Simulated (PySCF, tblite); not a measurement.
# C₇H₁₁BO₂: geometry, infrared bands and NMR shifts

What infrared bands and NMR shifts should C₇H₁₁BO₂ (`C=C(C)CC#CCB(O)O`) show?

Programs: tblite 0.8.0 and PySCF 2.14.0, with density-fitted response routines of our own. Each step states its level of theory. These are calculated values for one molecule in the gas phase, unless marked as measured. Atoms are numbered from 0 throughout.

## 1. The molecule as given

21 atoms, charge 0, multiplicity 1; geometry from: force field or distance geometry start.

Bonds of the start (Å): C0–C1 1.33, C1–C2 1.49, C1–C3 1.50, C3–C4 1.48, C4–C5 1.21, C5–C6 1.47, C6–B7 1.60, B7–O8 1.47, B7–O9 1.45, C0–H10 1.09, C0–H11 1.10, C2–H12 1.14, C2–H13 1.11, C2–H14 1.11, C3–H15 1.11, C3–H16 1.13, C6–H17 1.11, C6–H18 1.10, O8–H19 0.99, O9–H20 0.98.

## 2. Geometry optimisation with GFN2-xTB

Job settings and geometry (Å):

```
{"job": {"kind": "relax", "xc": "GFN2-xTB", "basis": "xTB"}, "charge": 0, "multiplicity": 1}
C     -3.375700    -1.027100     0.253300
C     -2.408400    -0.139900     0.485000
C     -2.521800     1.207400    -0.146500
C     -1.237600    -0.484000     1.353800
C     -0.049000    -0.341700     0.490000
C      0.912600    -0.237400    -0.241200
C      2.097400    -0.130500    -1.106800
B      3.415500     0.143000    -0.251100
O      4.123000    -1.054900     0.232100
O      3.628000     1.480300     0.261800
H     -4.242500    -0.794500    -0.374000
H     -3.286700    -2.010000     0.728700
H     -3.611200     1.507500     0.026700
H     -2.257800     1.185800    -1.222500
H     -1.930800     1.958400     0.425800
H     -1.313600    -1.517300     1.765700
H     -1.222100     0.296800     2.171200
H      2.008800     0.712300    -1.827100
H      2.166800    -1.106100    -1.613100
H      4.930200    -1.105500    -0.340900
H      4.166000     1.474300     1.083400
```

On the command line:

```
OMP_NUM_THREADS=1 python probes_run.py task.json out
```

This one command runs all jobs of the session in turn.

The program printed:

```text
step      E/eV     max force
  0    -813.97041    3.014
  1    -814.36889    2.151
  2    -814.35497    5.883
  3    -814.62719    0.977
  4    -814.66127    0.858
  5    -814.69509    0.350
  6    -814.72337    0.405
  7    -814.73861    0.384
  8    -814.75987    0.255
  9    -814.77011    0.228
 10    -814.77639    0.208
 11    -814.78174    0.172
 12    -814.78659    0.157
 13    -814.79090    0.154
 14    -814.79521    0.193
 15    -814.80162    0.268
 16    -814.81295    0.479
 17    -814.82493    0.919
 18    -814.84970    0.570
 19    -814.89894    0.788
 20    -814.93782    0.960
 21    -814.96199    1.616
 22    -815.02122    0.479
 23    -815.06483    0.419
 24    -815.10934    0.990
 25    -815.13504    0.604
 26    -815.17135    0.381
 27    -815.18389    0.278
 28    -815.19216    0.414
 29    -815.19943    0.193
 30    -815.20441    0.131
 31    -815.20681    0.109
 32    -815.20963    0.088
 33    -815.21149    0.088
 34    -815.21306    0.097
 35    -815.21417    0.125
 36    -815.21517    0.131
 37    -815.21636    0.107
 38    -815.21777    0.085
 39    -815.21897    0.073
 40    -815.21972    0.046
 41    -815.22020    0.044
 42    -815.22064    0.045
 43    -815.22106    0.043
 44    -815.22138    0.034
 45    -815.22165    0.035
 46    -815.22194    0.036
 47    -815.22226    0.042
 48    -815.22256    0.047
 49    -815.22287    0.042
 50    -815.22330    0.046
 51    -815.22397    0.061
 52    -815.22497    0.084
 53    -815.22626    0.110
 54    -815.22779    0.111
 55    -815.22949    0.087
 56    -815.23120    0.090
 57    -815.23260    0.083
 58    -815.23369    0.066
 59    -815.23474    0.098
 60    -815.23559    0.121
 61    -815.23699    0.081
 62    -815.23886    0.098
 63    -815.24062    0.110
 64    -815.24318    0.155
 65    -815.24549    0.120
 66    -815.24802    0.118
 67    -815.24936    0.119
 68    -815.25080    0.112
 69    -815.25276    0.104
 70    -815.25205    0.271
 71    -815.25539    0.126
 72    -815.25620    0.057
 73    -815.25692    0.051
 74    -815.25807    0.082
 75    -815.25863    0.085
 76    -815.25950    0.075
 77    -815.26033    0.061
 78    -815.26115    0.062
 79    -815.26163    0.048
 80    -815.26190    0.050
 81    -815.26212    0.043
 82    -815.26236    0.046
 83    -815.26270    0.034
 84    -815.26290    0.033
 85    -815.26312    0.029
 86    -815.26333    0.034
 87    -815.26356    0.041
 88    -815.26375    0.037
 89    -815.26389    0.026
 90    -815.26397    0.018
 91    -815.26404    0.021
 92    -815.26414    0.035
 93    -815.26430    0.042
 94    -815.26452    0.036
 95    -815.26473    0.035
 96    -815.26492    0.032
 97    -815.26512    0.027
 98    -815.26541    0.034
 99    -815.26589    0.046
100    -815.26641    0.050
101    -815.26692    0.070
102    -815.26744    0.075
103    -815.26810    0.081
104    -815.26903    0.070
105    -815.27027    0.079
106    -815.27119    0.115
107    -815.27176    0.305
108    -815.27329    0.097
109    -815.27462    0.085
110    -815.27662    0.129
111    -815.27937    0.175
112    -815.28052    0.135
113    -815.28227    0.142
114    -815.28365    0.231
115    -815.28473    0.259
116    -815.28602    0.067
117    -815.28668    0.073
118    -815.28714    0.049
119    -815.28769    0.046
120    -815.28822    0.062
121    -815.28891    0.070
122    -815.28963    0.098
123    -815.29047    0.102
124    -815.29116    0.148
125    -815.29181    0.093
126    -815.29261    0.072
127    -815.29387    0.113
128    -815.29459    0.099
129    -815.29551    0.081
130    -815.29644    0.090
131    -815.29714    0.080
132    -815.29801    0.167
133    -815.29944    0.072
134    -815.30142    0.147
135    -815.30370    0.189
136    -815.30474    0.106
137    -815.30659    0.127
138    -815.30768    0.305
139    -815.31005    0.205
140    -815.31225    0.053
141    -815.31525    0.141
142    -815.31569    0.324
143    -815.31843    0.149
144    -815.31959    0.096
145    -815.32121    0.099
146    -815.32377    0.225
147    -815.32520    0.103
148    -815.32689    0.124
149    -815.32802    0.087
150    -815.32902    0.082
151    -815.33145    0.098
152    -815.33262    0.086
153    -815.33360    0.069
154    -815.33423    0.044
155    -815.33465    0.049
156    -815.33511    0.056
157    -815.33570    0.071
158    -815.33619    0.077
159    -815.33680    0.080
160    -815.33748    0.073
161    -815.33833    0.076
162    -815.33928    0.089
163    -815.34013    0.092
164    -815.34125    0.064
165    -815.34232    0.079
166    -815.34306    0.055
167    -815.34364    0.071
168    -815.34403    0.046
169    -815.34429    0.055
170    -815.34450    0.039
171    -815.34464    0.038
172    -815.34480    0.042
173    -815.34495    0.037
174    -815.34513    0.027
175    -815.34533    0.030
176    -815.34562    0.044
177    -815.34608    0.054
178    -815.34673    0.059
179    -815.34742    0.066
180    -815.34800    0.063
181    -815.34849    0.084
182    -815.34897    0.065
183    -815.34957    0.055
184    -815.35015    0.065
185    -815.35069    0.065
186    -815.35125    0.064
187    -815.35177    0.066
188    -815.35209    0.073
189    -815.35220    0.083
190    -815.35251    0.058
191    -815.35272    0.053
192    -815.35294    0.058
193    -815.35314    0.049
194    -815.35332    0.034
195    -815.35347    0.018
196    -815.35357    0.018
197    -815.35363    0.017
198    -815.35369    0.017
199    -815.35375    0.015
200    -815.35378    0.015
201    -815.35382    0.015
202    -815.35385    0.015
203    -815.35389    0.012
204    -815.35392    0.014
205    -815.35396    0.013
206    -815.35401    0.011
207    -815.35404    0.010
208    -815.35407    0.012
209    -815.35409    0.015
210    -815.35412    0.019
211    -815.35415    0.018
212    -815.35418    0.015
213    -815.35421    0.011
214    -815.35423    0.012
215    -815.35426    0.012
216    -815.35428    0.012
217    -815.35432    0.018
218    -815.35434    0.047
219    -815.35437    0.015
220    -815.35440    0.018
221    -815.35443    0.021
222    -815.35444    0.014
223    -815.35446    0.014
224    -815.35448    0.020
225    -815.35450    0.017
226    -815.35452    0.019
227    -815.35455    0.012
228    -815.35458    0.013
229    -815.35461    0.013
230    -815.35466    0.013
231    -815.35472    0.019
232    -815.35478    0.020
233    -815.35483    0.014
234    -815.35487    0.011
235    -815.35489    0.008
```

It took 2.9 s on 1 thread of Arm Neoverse N1, shared host; peak memory 0.18 GiB.

The steps of the relaxation: (not every step is listed) (the energy doesn't fall at every step)

```csv
step,energy from step 0 (eV),largest force (eV/Å)
0,0.0000,3.0139
1,-0.3985,2.1509
2,-0.3846,5.8827
3,-0.6568,0.9765
4,-0.6909,0.8577
5,-0.7247,0.3504
6,-0.7530,0.4053
7,-0.7682,0.3839
8,-0.7895,0.2550
30,-1.2340,0.1311
52,-1.2546,0.0842
74,-1.2877,0.0820
96,-1.2945,0.0325
118,-1.3167,0.0494
140,-1.3418,0.0533
162,-1.3689,0.0887
184,-1.3797,0.0652
206,-1.3836,0.0114
228,-1.3842,0.0131
230,-1.3842,0.0128
231,-1.3843,0.0191
232,-1.3844,0.0196
233,-1.3844,0.0143
234,-1.3845,0.0114
235,-1.3845,0.0078
```

Distances of close pairs at the start and the end, largest changes first:

```csv
bond,before (Å),after (Å),change (Å)
B7–O8,1.473,1.358,-0.115
B7–O9,1.448,1.348,-0.100
C2–H12,1.143,1.087,-0.057
C3–H16,1.131,1.096,-0.035
O8–H19,0.991,0.958,-0.033
O9–H20,0.982,0.958,-0.024
C2–H14,1.114,1.090,-0.023
C5–C6,1.471,1.449,-0.022
```

The final coordinates are the input of the step that follows.

## 3. Vibrational analysis with GFN2-xTB

Job settings and geometry (Å):

```
{"job": {"kind": "ir", "xc": "GFN2-xTB", "basis": "xTB"}, "charge": 0, "multiplicity": 1}
C     -3.215919    -1.264627     0.033936
C     -2.403747    -0.306505     0.446192
C     -2.650091     1.146251     0.182392
C     -1.139255    -0.608432     1.213166
C      0.030310    -0.298433     0.405662
C      0.937786    -0.024604    -0.330089
C      2.115281     0.281969    -1.116432
B      3.467609     0.211114    -0.246272
O      3.478416    -0.132413     1.067514
O      4.633756     0.506878    -0.853392
H     -4.112362    -1.048996    -0.522931
H     -3.021985    -2.305037     0.235028
H     -3.521476     1.287869    -0.451139
H     -1.780925     1.587586    -0.303818
H     -2.810627     1.677378     1.121170
H     -1.110159    -1.664517     1.494110
H     -1.107864    -0.003592     2.126185
H      2.007874     1.277904    -1.552917
H      2.176438    -0.418114    -1.953184
H      2.618293    -0.331227     1.440326
H      5.399729     0.446491    -0.281278
```

The program printed:

```text
mode    cm-1     km/mol
  1      -6.9      0.12
  2      29.8      1.32
  3      42.8      0.17
  4      59.1      0.25
  5      89.2      0.38
  6     137.9      0.46
  7     206.3      3.53
  8     262.4     10.16
  9     293.5      0.44
 10     320.2      0.51
 11     365.5     11.92
 12     382.5      0.61
 13     404.3      0.18
 14     416.3      5.17
 15     471.9     14.61
 16     540.3      0.25
 17     588.1     25.11
 18     626.6    288.82
 19     693.2      0.64
 20     740.8      7.55
 21     812.4     96.21
 22     825.1      2.47
 23     874.8      1.79
 24     894.0     30.14
 25     917.4      5.03
 26     956.1    139.30
 27     974.0     86.48
 28     974.6     68.72
 29    1033.0     11.93
 30    1044.4      3.36
 31    1103.9      2.25
 32    1153.9      1.33
 33    1177.2     34.70
 34    1227.5     17.31
 35    1235.3    422.25
 36    1270.3     16.95
 37    1289.1     14.09
 38    1313.7    469.59
 39    1398.6      5.59
 40    1423.3      5.44
 41    1435.7      7.78
 42    1443.9      1.77
 43    1478.5      5.10
 44    1485.7      4.45
 45    1735.5     29.62
 46    2404.6      6.31
 47    2923.8     39.94
 48    2954.9     25.29
 49    2960.3     41.14
 50    2974.6     34.69
 51    2995.6     34.08
 52    3019.0     22.83
 53    3048.7     32.16
 54    3099.9     27.66
 55    3121.7     58.08
 56    3595.9     35.34
 57    3612.8     16.51
```

Wall time 1.4 s (1 thread of Arm Neoverse N1, shared host); peak memory 0.18 GiB.

Which atoms move in the most intense modes:

```csv
cm⁻¹,km/mol,atoms
627,288.8,H20 73 %
812,96.2,"C6 29 %, B7 23 %, H18 20 %, H17 19 %"
956,139.3,"H20 62 %, O9 21 %, O8 12 %"
974,86.5,"H19 42 %, H10 12 %, H11 11 %"
975,68.7,"H19 35 %, H10 15 %, H11 13 %"
1235,422.2,"B7 61 %, O8 17 %"
1314,469.6,"B7 56 %, O9 13 %"
3122,58.1,"H10 47 %, H11 43 %"
```

## 4. NMR shieldings: PBE0/pcSseg-1

The job, as its differences from that of step 3:

```diff
@@ -1,2 +1,2 @@
-{"job": {"kind": "ir", "xc": "GFN2-xTB", "basis": "xTB"}, "charge": 0, "multiplicity": 1}
+{"job": {"kind": "nmr", "xc": "PBE0", "basis": "pcSseg-1"}, "charge": 0, "multiplicity": 1}
 C     -3.215919    -1.264627     0.033936
```

Method: GIAO PBE0/pcSseg-1 NMR shielding, non-relativistic, gas phase.

The program printed:

```text
coarse grid: 17680 points
cycle   1  E = -447.8834391108  dE =  1.424e+00  |g| = 9.247e-01  |ddm| = 4.399e+00
cycle   2  E = -447.7935483758  dE =  8.989e-02  |g| = 1.190e+00  |ddm| = 1.773e+00
cycle   3  E = -448.0482734391  dE = -2.547e-01  |g| = 1.086e-01  |ddm| = 9.647e-01
cycle   4  E = -448.0506520656  dE = -2.379e-03  |g| = 3.277e-02  |ddm| = 1.561e-01
cycle   5  E = -448.0508663785  dE = -2.143e-04  |g| = 1.564e-02  |ddm| = 4.702e-02
cycle   6  E = -448.0509152555  dE = -4.888e-05  |g| = 6.050e-03  |ddm| = 1.504e-02
cycle   7  E = -448.0509235382  dE = -8.283e-06  |g| = 1.618e-03  |ddm| = 6.068e-03
final grid: 171176 points
cycle   8  E = -448.1301490217  dE = -5.522e-05  |g| = 1.047e-02  |ddm| = 5.320e-02
cycle   9  E = -448.1301294159  dE =  1.961e-05  |g| = 1.416e-02  |ddm| = 2.383e-02
cycle  10  E = -448.1301732453  dE = -4.383e-05  |g| = 2.636e-03  |ddm| = 1.357e-02
cycle  11  E = -448.1301748755  dE = -1.630e-06  |g| = 5.560e-04  |ddm| = 2.277e-03
cycle  12  E = -448.1301749369  dE = -6.148e-08  |g| = 1.954e-04  |ddm| = 5.496e-04
cycle  13  E = -448.1301749450  dE = -8.020e-09  |g| = 5.878e-05  |ddm| = 1.786e-04
cycle  14  E = -448.1301749457  dE = -7.936e-10  |g| = 1.311e-05  |ddm| = 6.143e-05
converged SCF energy = -448.1301749457

GIAO shielding tensors (ppm)
atom      isotropic    diamagn.    paramagn.     s11        s22        s33       span
  0 C       68.843     250.604    -181.761    -31.571     95.548    142.550    174.121
  1 C       35.251     262.326    -227.075    -88.452     36.270    157.936    246.388
  2 C      162.608     246.740     -84.132    146.028    155.262    186.534     40.506
  3 C      155.581     250.644     -95.063    142.305    150.615    173.824     31.519
  4 C      101.905     271.948    -170.043     13.848     18.739    273.129    259.281
  5 C       98.861     268.620    -169.760     10.108     21.977    264.497    254.389
  6 C      180.627     260.321     -79.694    168.532    175.686    197.663     29.131
  7 B       72.334     194.233    -121.899     59.133     63.224     94.644     35.511
  8 O      205.761     390.410    -184.649     79.372    247.974    289.938    210.566
  9 O      223.959     378.916    -154.957    121.530    263.466    286.882    165.351
 10 H       26.615      29.855      -3.241     23.823     25.180     30.840      7.017
 11 H       26.635      31.798      -5.163     23.389     25.247     31.270      7.881
 12 H       29.901      29.728       0.173     26.111     28.316     35.275      9.163
 13 H       29.174      32.041      -2.867     24.213     30.023     33.287      9.074
 14 H       30.054      28.648       1.407     26.555     27.876     35.732      9.177
 15 H       28.689      33.153      -4.465     23.944     28.414     33.708      9.764
 16 H       28.920      31.744      -2.824     25.102     27.970     33.689      8.587
 17 H       29.902      32.412      -2.510     24.002     29.558     36.147     12.145
 18 H       29.896      31.728      -1.832     24.085     29.236     36.366     12.281
 19 H       26.117      35.385      -9.268     18.289     25.327     34.735     16.445
 20 H       27.522      27.042       0.480     21.479     23.034     38.054     16.575
```

Wall time 77 s (1 thread of Arm Neoverse N1, shared host); peak memory 1 GiB.

Shifts follow as δ = σ(reference) − σ, with reference shieldings (ppm) from runs at the same level and on the same kind of geometry: 1H TMS 31.72, 13C TMS 186.9, 17O H2O 336.1, 11B BF3·OEt2 100.1. The references are single molecules in the gas phase, so shifts against H2O, NH3, PH3, H3PO4 or CFCl3 are not on the usual liquid scales and can be off by tens of ppm. Atoms listed in one row are averaged.

```csv
atoms,environment,σ (ppm),δ (ppm),δ scaled to CDCl3
C1,fully substituted alkene carbon,35.3,151.7,146.1
C0,terminal =CH2 carbon,68.8,118.1,113.3
C5,alkyne carbon,98.9,88.1,84.0
C4,alkyne carbon,101.9,85.0,81.1
C3,allylic sp3 CH2,155.6,31.3,28.7
C2,allylic methyl carbon,162.6,24.3,21.8
C6,propargylic sp3 CH2 bonded to B,180.6,6.3,4.2
H10,hydrogen on a terminal =CH2 carbon,26.61,5.10,4.92
H11,hydrogen on a terminal =CH2 carbon,26.64,5.08,4.90
"H19, H20",hydrogen on an oxygen bonded to B,26.82,4.90,–
"H15, H16",hydrogen on an allylic sp3 CH2,28.80,2.91,2.85
"H12, H13, H14",hydrogen on an allylic methyl carbon,29.71,2.01,2.00
"H17, H18",hydrogen on a propargylic sp3 CH2 bonded to B,29.90,1.82,1.82
B7,"boron bonded to C, 2 O",72.3,27.7,–
"O8, O9","oxygen bonded to B, H",214.9,121.2,–
```

The scaled column applies a straight-line fit of computed shieldings to shifts measured in CDCl3 (root-mean-square error 0.16 ppm for H, 1.9 ppm for C).

The run also stored atomic charges by several schemes (e):

```csv
atoms,Mulliken,IAO,Hirshfeld,ESP fit
C0,-0.06,-0.34,-0.12,-0.67
C1,-0.46,0.05,0.02,0.46
C2,-0.14,-0.43,-0.12,-0.60
C3,-0.10,-0.27,-0.06,-0.52
C4,-0.15,-0.09,-0.06,0.03
C5,-0.16,-0.06,-0.06,-0.15
C6,-0.39,-0.45,-0.13,-0.47
B7,0.57,0.53,0.26,0.78
"O8, O9",-0.40,-0.55,-0.26,-0.74
```

Mayer bond orders: C0–C1 1.99, C1–C2 1.04, C1–C3 1.05, C3–C4 1.09, C4–C5 2.61, C5–C6 1.18, C6–B7 0.88, B7–O8 1.27, B7–O9 1.26.

## 5. Outcome

```
                                                               quantity                                          value
                              strongest single infrared mode (GFN2-xTB)                          1314 cm⁻¹, 470 km/mol
                                           zero-point energy (GFN2-xTB)                                 104.2 kcal/mol
                                 13C shifts against TMS (PBE0/pcSseg-1)  151.7, 118.1, 88.1, 85.0, 31.3, 24.3, 6.3 ppm
 1H shifts against TMS (PBE0/pcSseg-1, means over atoms taken as alike)         5.10, 5.08, 4.90, 2.91, 2.01, 1.82 ppm
                            11B shifts against BF3·OEt2 (PBE0/pcSseg-1)                                       27.7 ppm
17O shifts against H2O (PBE0/pcSseg-1, means over atoms taken as alike)                                      121.2 ppm
```

In words: Relaxing lowered the energy by 1.384 eV in 235 steps; the close pair that moved most is B7–O8, from 1.473 to 1.358 Å. The lowest mode is slightly imaginary (7i cm⁻¹), a soft motion within the noise of the Hessian, so the minimum is not strictly shown. The strongest single mode, at 1314 cm⁻¹, moves mainly B7. GFN2-xTB is a fitted tight-binding method: band positions and strengths are rough. Its intensities can rank the bands wrongly. C1 (fully substituted alkene carbon) lies farthest downfield among carbon, at 151.7 ppm; an sp2 carbon of a C=C bond.
